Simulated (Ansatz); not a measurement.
Runs of Ansatz 0.2.0 on MoIr4. Symmetry: R-3m, No. 166, trigonal system. The conventional cell has a = 2.748 Å, b = 2.748 Å, c = 33.918 Å, α = 90.00°, β = 90.00°, γ = 120.00°. Ir (site symmetry 3m) has 9 Ir at 2.75 to 2.79 Å and 3 Mo at 2.75 Å as nearest neighbours. Ir (site symmetry 3m) has 12 Ir at 2.72 to 2.79 Å as nearest neighbours. Mo (site symmetry -3m) has 6 Mo at 2.75 Å and 6 Ir at 2.75 Å as nearest neighbours. The cell comes from a database or a generator and needn't be the stable form of this composition.

```tsv
level	cutoff (eV)	gap on the mesh (eV)	pressure (GPa)	largest force (eV/Å)
revPBE	420	none	(a)	0.07
r2SCAN	500	none	-7.9	0.07
LDA	420	none	-17.3	0.07
RPBE	420	none	(c)	0.07
BLYP	420	none	13.5	0.16
PBE	420	none	-1.6	0.07
PBEsol	420	none	-12.0	(b)
```

Alike in all rows: task projected density of states; potentials or basis Ansatz PAW; no spin polarisation; cell as given; k mesh 11 × 11 × 11; smearing fermi-dirac 0.05 eV.

Task: Fill in the values left out.

Result: (a) 1.2; (b) 0.05; (c) 2.3.

Caveats: the PAW data sets come from PBE, with cores solved anew for the run's functional, which leaves a small shift of forces and pressure (some runs).

A k mesh can miss the band edges, and the runs leave out spin-orbit coupling on Ir, Mo.

A gap of «none» marks a metal or a gap under the smearing width.
